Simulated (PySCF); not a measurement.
# GaS: the SCF solver's settings

Do solver options change the result for GaS, or only the number of cycles?

Computed with PySCF 2.14.0. Level: each script names its method and basis.

2 further runs of the same task are left out: 2 that didn't finish.

### Step 1. Where the work starts

GaS: 2 atoms, charge 0, spin multiplicity 2.

Bond lengths: Ga1–S2 2.190 Å.

### Step 2. Base script

Input file input.py:

```python
from pyscf import gto, scf, tdscf

mol = gto.M(
    atom='Ga 0 0 0; S 0 0 2.19',
    basis='cc-pvdz',
    charge=0,
    spin=1,
    verbose=4,
)
mf = scf.UHF(mol)
mf.kernel()
td = tdscf.TDA(mf)
td.nstates = 5
td.kernel()
td.analyze()
mf.dip_moment()
print('orbital energies (hartree):', [e[max(0, n-3):n+3].round(4) for e, n in zip(mf.mo_energy, mol.nelec)])
```

Command:

```console
$ OMP_NUM_THREADS=1 python input.py
```

Its log is not repeated here.

It gives: E(SCF) = -2320.756696 Eh, 12 cycles, ⟨S²⟩ = 0.795, μ = 4.20 D, excitations 0.55, 0.55, 3.66, 4.03, 4.24 eV.

The bond length is a typed value, not an optimised one.

### Step 3. Point-group symmetry on

Run 1 changes point-group symmetry: off → on.

Input file input.py:

```python
from pyscf import gto, scf, tdscf

mol = gto.M(
    atom='Ga 0 0 0; S 0 0 2.19',
    basis='cc-pvdz',
    charge=0,
    spin=1,
    symmetry=True,
    verbose=4,
)
mf = scf.UHF(mol)
mf.kernel()
td = tdscf.TDA(mf)
td.nstates = 5
td.kernel()
td.analyze()
mf.dip_moment()
print('orbital energies (hartree):', [e[max(0, n-3):n+3].round(4) for e, n in zip(mf.mo_energy, mol.nelec)])
```

Command:

```console
$ OMP_NUM_THREADS=1 python input.py
```

### Step 4. DIIS space off

Run 2 changes DIIS space: default → off.

input.py: that of step 2 with these lines changed.

```diff
@@ -10,2 +10,3 @@
 mf = scf.UHF(mol)
+mf.diis = False
 mf.kernel()
```

### Step 5. Smearing width 0.05 hartree

Run 3 changes smearing width: none → 0.05 hartree; step after the SCF: tda → none.

input.py: that of step 2 with these lines changed.

```diff
@@ -1,2 +1,2 @@
-from pyscf import gto, scf, tdscf
+from pyscf import gto, scf
 
@@ -10,7 +10,4 @@
 mf = scf.UHF(mol)
+mf = scf.addons.smearing_(mf, sigma=0.05, method='fermi')
 mf.kernel()
-td = tdscf.TDA(mf)
-td.nstates = 5
-td.kernel()
-td.analyze()
 mf.dip_moment()
```

### Step 6. Initial guess chk

Run 4 changes initial guess: minao → chk.

input.py: that of step 2 with these lines changed.

```diff
@@ -10,2 +10,3 @@
 mf = scf.UHF(mol)
+mf.init_guess = 'chk'
 mf.kernel()
```

**Question.** What will these runs give? Wanted: for each run, E(SCF); from base; gap, α spin; SCF dipole; after the SCF.

The runs gave:

```csv
run,E(SCF) (hartree),from base (eV),cycles,"gap, α spin (eV)",SCF dipole (D),after the SCF
base,-2320.756696,0,12,10.44,4.20,lowest root found 0.55 eV
point-group symmetry on,-2320.756696,0.0000,12,10.44,4.20,lowest root found 0.55 eV
DIIS space off,-2320.756696,0.0000,34,10.44,4.20,lowest root found 0.56 eV
smearing width 0.05 hartree,-2320.622754,not comparable,16,n/a,3.33,n/a
initial guess chk,-2320.756696,0.0000,12,10.44,4.20,lowest root found 0.55 eV
```

Distance from each run's final energy (log10 hartree) by cycle:

```csv
run,cycle 1,cycle 2,cycle 3,cycle 5,cycle 8,cycle 12
base,-1.1,-1.4,-2.6,-3.8,-5.7,-11.0
point-group symmetry on,-1.1,-1.4,-2.6,-3.8,-5.7,-11.0
DIIS space off,-1.1,-1.4,-1.8,-2.5,-3.7,-4.8
smearing width 0.05 hartree,-1.3,-1.1,-2.5,-3.2,-4.2,-6.7
initial guess chk,-1.1,-1.4,-2.6,-3.8,-5.7,-11.0
```

The SCF energy stays the same, to the digits that matter, with point-group symmetry on or DIIS space off or initial guess chk. PySCF falls back to minao for a guess that it doesn't know or can't read, so that run repeats the base. The base needs 12 cycles and the run with DIIS space off needs 34.
